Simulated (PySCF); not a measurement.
# F2GeH4P2 (GeH3PHPF2): the cost of one run

Programs: PySCF 2.14.0, with routines of our own; each step states its level. All values are computed. Atoms count from 0.

## Step 1: The system as given

9 atoms, charge 0, multiplicity 1; geometry from: GFN2-xTB.

## Step 2: Geometry optimisation at PBE0-D3(BJ)/def2-SVP

What the job is given:

```
{"job": {"xc": "PBE0", "basis": "def2-SVP", "d3": "d3bj", "grid": 1, "maxiter": 30, "shake": 0.01, "kind": "geom"}, "charge": 0, "multiplicity": 1}
F      2.902270     0.424650     1.327760
P      1.397690    -0.215360     1.262190
F      1.863580    -1.505800     0.409810
P      0.654160     0.948450    -0.420850
Ge    -1.380320    -0.206990    -0.257320
H      0.194990     1.946560     0.466610
H     -2.406280     0.474480    -1.088410
H     -1.236090    -1.594460    -0.762310
H     -1.932180    -0.288690     1.164980
```

On the command line:

```console
> OMP_NUM_THREADS=1 python heavy_run.py task.json out
```

This one command runs all jobs of the session in turn.

Q: Estimate the wall time and peak memory of this first job on 1 thread of AMD EPYC 7R43, shared host.

About 65 s, with a peak of 0.5 GiB.
